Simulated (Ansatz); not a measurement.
# CH5ClSSi: rigid scan of one bond length, by script

How does the energy of CH5ClSSi change as one bond is stretched? Wanted for CH5ClSSi: a rigid scan of one bond length.

Computed with Ansatz 0.2.0 through its Python package. Level of theory: MP2/def2-SVP.

### 1 The structure

Bond lengths: C1–S2 1.773 Å, S2–Si3 2.134 Å, Si3–Cl4 2.085 Å, C1–H5 1.041 Å, C1–H6 1.164 Å, C1–H7 1.091 Å, Si3–H8 1.528 Å, Si3–H9 1.433 Å. Angles: C1–S2–Si3 101.7°, S2–C1–H5 114.9°, S2–C1–H6 108.1°, S2–C1–H7 111.2°, H5–C1–H6 107.8°, H5–C1–H7 110.5°, H6–C1–H7 103.8°, S2–Si3–Cl4 108.4°, S2–Si3–H8 109.1°, S2–Si3–H9 110.2°, Cl4–Si3–H8 104.7°, Cl4–Si3–H9 108.8°, H8–Si3–H9 115.3°.

The script reads ch5clssi.xyz:

```xyz
9

C    -0.79400    1.13980    0.59500
S     0.46740    1.03260   -0.64620
Si    0.78240   -1.07480   -0.76250
Cl    1.48550   -1.73930    1.08470
H    -0.50490    0.81740    1.54200
H    -1.12000    2.25350    0.68290
H    -1.70290    0.62660    0.27870
H     1.92500   -1.35740   -1.73700
H    -0.45010   -1.74470   -1.05450
```

### 2 The script

The input, scan_ch5clssi.py:

```python
# -*- coding: utf-8 -*-
"""Potential curve of CH5ClSSi along one bond."""

import warnings

import ansatz as az
import matplotlib.pyplot as plt
import numpy as np


def main():
    warnings.simplefilter("ignore", az.DeckWarning)

    molecule = az.Crystal.molecule_from_extxyz("ch5clssi.xyz")

    symbols = [site.symbol for site in molecule.cartesian_sites]
    start = np.array([site.position_ang for site in molecule.cartesian_sites])
    axis = (start[2] - start[1]) / np.linalg.norm(start[2] - start[1])
    moving = [2, 3, 7, 8]
    lengths, energies = [1.878, 1.963, 2.049, 2.134, 2.219, 2.305, 2.39, 2.518], []
    for length in lengths:
        xyz = start.copy()
        xyz[moving] += (length - np.linalg.norm(start[2] - start[1])) * axis
        point = az.Crystal.molecule()
        for symbol, xyz in zip(symbols, xyz):
            point = point.atom(symbol, xyz.tolist())
        job = point.calculation()
        job = job.basis(gaussian="def2-SVP").correlation("mp2")
        rep = job.run(threads=1, backend="cpu").report
        energies.append(rep["free_energy_ev"])
        print(f"r = {length:6.3f} A  E = {energies[-1]:.5f} eV  <S^2> = {abs(rep['mean_field']['state']['spin_squared']):.3f}")

    # quartic fit about the minimum
    fit = np.polynomial.Polynomial.fit(lengths, np.array(energies) - min(energies), 4).convert()
    roots = [r.real for r in fit.deriv().roots() if abs(r.imag) < 1e-9 and fit.deriv(2)(r.real) > 0]
    r_e = min(roots, key=lambda r: abs(r - lengths[int(np.argmin(energies))]))
    print(f"minimum of the fit at {r_e:.4f} A, force constant {fit.deriv(2)(r_e):.2f} eV/A^2")
    plt.figure(figsize=(4.5, 3))
    plt.plot(lengths, np.array(energies) - min(energies), "o-")
    plt.xlabel("bond length (A)")
    plt.ylabel("E - E(min) (eV)")
    plt.tight_layout()
    plt.savefig("scan.png", dpi=100)


if __name__ == "__main__":
    main()
```

### 3 Launch

Run with:

```
> python scan_ch5clssi.py
```

Without the output at hand: what should come out? Wanted: range of energy; lowest point, distance.

**Answer**, as computed:

| quantity | value |
| --- | --- |
| bond length at the fit's minimum | 2.1217 Å |
| runs compared | 8 |
| range of energy | 0.810 eV |
| lowest point, distance (Å) | 2.13 |

The curve has its lowest point inside the range, at 2.13. The ends stand 0.761 and 0.81 eV above it. The distance scanned is the script's pair 1, 2. Caveats:
- The rest of the molecule is held rigid at a force-field or estimated start geometry, and the basis set is modest; single-reference methods fail as a bond breaks.
- The orbitals are restricted, so S² is zero by construction.
